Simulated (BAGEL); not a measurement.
# HF/6-31G(d) (density fitting with qzvpp-jkfit, spherical functions) run of SiNH4O2F (SMILES N[Si](O)(O)F)

Aim: the vertical singlet–triplet gap of SiNH4O2F at HF/6-31G* (density fitting with qzvpp-jkfit, spherical functions), from 2 runs. 

The calculation is run with BAGEL 1.2.2.

**1. Starting point**

SiNH4O2F: 9 atoms, total charge 0, spin state singlet. SMILES: `N[Si](O)(O)F`. The shape is that of a PBE0-D4/def2-TZVP optimisation. This is one conformer, not always the lowest.

Bond lengths: N1–Si2 1.687 Å, Si2–O3 1.629 Å, Si2–O4 1.629 Å, Si2–F5 1.593 Å, N1–H6 1.005 Å, N1–H7 1.006 Å, O3–H8 0.958 Å, O4–H9 0.958 Å. Some angles: N1–Si2–O3 105.4°, N1–Si2–O4 110.7°, N1–Si2–F5 115.6°, O3–Si2–O4 115.7°, O3–Si2–F5 107.5°, O4–Si2–F5 102.2°, Si2–N1–H6 121.5°, Si2–N1–H7 120.8°, Si2–O3–H8 117.1°, Si2–O4–H9 116.2°.

**2. The energy at HF/6-31G(d) (density fitting with qzvpp-jkfit, spherical functions)**

input.json reads:

```json
{ "bagel": [

{
  "title": "molecule",
  "basis": "6-31gs.json",
  "df_basis": "qzvpp-jkfit",
  "angstrom": true,
  "geometry": [
    { "atom": "N", "xyz": [   -0.604600,    0.416500,   -1.168500 ] },
    { "atom": "Si", "xyz": [    0.279400,    0.083100,    0.229100 ] },
    { "atom": "O", "xyz": [    0.807700,   -1.448100,    0.051700 ] },
    { "atom": "O", "xyz": [   -0.615900,    0.372400,    1.559000 ] },
    { "atom": "F", "xyz": [    1.555000,    1.005700,    0.473300 ] },
    { "atom": "H", "xyz": [   -1.149100,    1.257000,   -1.257600 ] },
    { "atom": "H", "xyz": [   -0.316200,    0.050400,   -2.059800 ] },
    { "atom": "H", "xyz": [    1.589200,   -1.699800,    0.545000 ] },
    { "atom": "H", "xyz": [   -1.456800,   -0.083500,    1.610700 ] }
  ]
},
{ "title": "hf" },
{ "title": "print", "file": "orbitals.molden", "orbitals": true }

]}
```

The basis set 6-31G* is read from a file made from the Basis Set Exchange's data (not shown).

On the command line:

```sh
BAGEL_NUM_THREADS=1 BAGEL input.json > input.out
```

Log:

```text
* using 1 threads per process

  ===============================================================
  ===============================================================

  *** Geometry ***

  { "atom" : "N", "xyz" : [     -1.142528,      0.787071,     -2.208145 ] },
  { "atom" : "Si", "xyz" : [      0.527989,      0.157036,      0.432936 ] },
  { "atom" : "O", "xyz" : [      1.526332,     -2.736512,      0.097699 ] },
  { "atom" : "O", "xyz" : [     -1.163882,      0.703734,      2.946083 ] },
  { "atom" : "F", "xyz" : [      2.938524,      1.900498,      0.894407 ] },
  { "atom" : "H", "xyz" : [     -2.171484,      2.375386,     -2.376520 ] },
  { "atom" : "H", "xyz" : [     -0.597531,      0.095242,     -3.892458 ] },
  { "atom" : "H", "xyz" : [      3.003153,     -3.212156,      1.029901 ] },
  { "atom" : "H", "xyz" : [     -2.752953,     -0.157792,      3.043782 ] },

  Number of auxiliary basis functions:      508

  Since a DF basis is specified, we compute 2- and 3-index integrals:
    o Being stored without compression. Storage requirement is 0.027 GB

  Number of basis functions:       82
  Number of electrons      :       50

    * METHOD: MOLECULE                             0.28

  *** RHF ***

  === Nuclear Repulsion ===
   268.0707843264

      * DIIS with orbital gradients will be used.

  === RHF iteration (6-31gs.json) ===
      0       -594.67062581          0.02764909           0.07
      1       -594.93969659          0.01544948           0.07
      2       -595.05288695          0.00122800           0.07
      3       -595.05375142          0.00037998           0.07
      4       -595.05382750          0.00008088           0.07
      5       -595.05383191          0.00001482           0.07
      6       -595.05383220          0.00000443           0.07
      7       -595.05383222          0.00000181           0.07
      8       -595.05383222          0.00000048           0.07
      9       -595.05383222          0.00000017           0.07
     10       -595.05383222          0.00000007           0.07
     11       -595.05383222          0.00000002           0.07
     12       -595.05383222          0.00000001           0.07
    * SCF iteration converged.

    * Permanent dipole moment:
           (    0.465297,     0.300048,     0.411297) a.u.

    * METHOD: HF                                   1.07

    * METHOD: PRINT                                0.02

  ===============================================================
```

Wall time 1.5 s (1 thread of Arm Neoverse V1, shared host); peak memory 0.12 GiB.

**3. The triplet, same level**

calc.json reads:

```json
{ "bagel": [

{
  "title": "molecule",
  "basis": "6-31gs.json",
  "df_basis": "qzvpp-jkfit",
  "angstrom": true,
  "geometry": [
    { "atom": "N", "xyz": [   -0.604600,    0.416500,   -1.168500 ] },
    { "atom": "Si", "xyz": [    0.279400,    0.083100,    0.229100 ] },
    { "atom": "O", "xyz": [    0.807700,   -1.448100,    0.051700 ] },
    { "atom": "O", "xyz": [   -0.615900,    0.372400,    1.559000 ] },
    { "atom": "F", "xyz": [    1.555000,    1.005700,    0.473300 ] },
    { "atom": "H", "xyz": [   -1.149100,    1.257000,   -1.257600 ] },
    { "atom": "H", "xyz": [   -0.316200,    0.050400,   -2.059800 ] },
    { "atom": "H", "xyz": [    1.589200,   -1.699800,    0.545000 ] },
    { "atom": "H", "xyz": [   -1.456800,   -0.083500,    1.610700 ] }
  ]
},
{
  "title": "uhf",
  "nopen": 2
},
{
  "title": "print",
  "file": "orbitals.molden",
  "orbitals": true
}

]}
```

The basis set 6-31G* is read from a file made from the Basis Set Exchange's data (not shown).

On the command line:

```sh
BAGEL_NUM_THREADS=1 BAGEL calc.json > calc.out
```

Log:

```text
* using 1 threads per process

  ===============================================================
  ===============================================================

  *** Geometry ***

  { "atom" : "N", "xyz" : [     -1.142528,      0.787071,     -2.208145 ] },
  { "atom" : "Si", "xyz" : [      0.527989,      0.157036,      0.432936 ] },
  { "atom" : "O", "xyz" : [      1.526332,     -2.736512,      0.097699 ] },
  { "atom" : "O", "xyz" : [     -1.163882,      0.703734,      2.946083 ] },
  { "atom" : "F", "xyz" : [      2.938524,      1.900498,      0.894407 ] },
  { "atom" : "H", "xyz" : [     -2.171484,      2.375386,     -2.376520 ] },
  { "atom" : "H", "xyz" : [     -0.597531,      0.095242,     -3.892458 ] },
  { "atom" : "H", "xyz" : [      3.003153,     -3.212156,      1.029901 ] },
  { "atom" : "H", "xyz" : [     -2.752953,     -0.157792,      3.043782 ] },

  Number of auxiliary basis functions:      508

  Since a DF basis is specified, we compute 2- and 3-index integrals:
    o Being stored without compression. Storage requirement is 0.027 GB

  Number of basis functions:       82
  Number of electrons      :       50

    * METHOD: MOLECULE                             0.28

  *** Open-shell HF ***

  === Nuclear Repulsion ===
   268.0707843264

      * DIIS with orbital gradients will be used.

  === UHF iteration (6-31gs.json) ===
      0       -594.37129811          0.05236239           0.14
      1       -594.62855940          0.03476393           0.14
      2       -594.72508706          0.02162334           0.14
      3       -594.78559152          0.00155787           0.14
      4       -594.78945840          0.00084020           0.14
      5       -594.79076537          0.00051746           0.14
      6       -594.79154076          0.00019821           0.14
      7       -594.79164445          0.00011051           0.14
      8       -594.79167367          0.00004313           0.14
      9       -594.79167964          0.00001952           0.14
     10       -594.79168076          0.00001144           0.14
     11       -594.79168114          0.00000875           0.14
     12       -594.79168144          0.00000677           0.14
     13       -594.79168167          0.00000469           0.14
     14       -594.79168179          0.00000273           0.15
     15       -594.79168181          0.00000135           0.14
     16       -594.79168182          0.00000068           0.14
     17       -594.79168182          0.00000034           0.14
     18       -594.79168182          0.00000017           0.14
     19       -594.79168182          0.00000011           0.14
     20       -594.79168182          0.00000008           0.14
     21       -594.79168182          0.00000006           0.14
     22       -594.79168182          0.00000005           0.14
     23       -594.79168182          0.00000004           0.14
     24       -594.79168182          0.00000002           0.14
     25       -594.79168182          0.00000001           0.14
     26       -594.79168182          0.00000001           0.14
    * SCF iteration converged.

    * S^2 (UHF) is 2.0067

    * Permanent dipole moment:
           (    0.312856,     0.753346,     0.001826) a.u.

    * METHOD: UHF                                  3.94

    * METHOD: PRINT                                0.02

  ===============================================================
```

It took 4.5 s on 1 thread of Arm Neoverse V1, shared host; peak memory 0.12 GiB.

**4. Outcome**

Level: HF/6-31G* (density fitting with qzvpp-jkfit, spherical functions).

| quantity | value |
| --- | --- |
| singlet: total energy | -595.05383 Eh |
| singlet: dipole moment | 1.75 D |
| singlet: HOMO energy | -11.61 eV |
| singlet: LUMO energy | 4.90 eV |
| singlet: HOMO–LUMO gap | 16.51 eV |
| triplet: total energy | -594.79168 Eh |
| triplet: dipole moment | 2.07 D |
| triplet: ⟨S²⟩ | 2.007 |
| vertical energy of the triplet above the singlet | 7.133 eV |

At this shape the triplet lies 7.13 eV (688 kJ/mol) above the singlet.
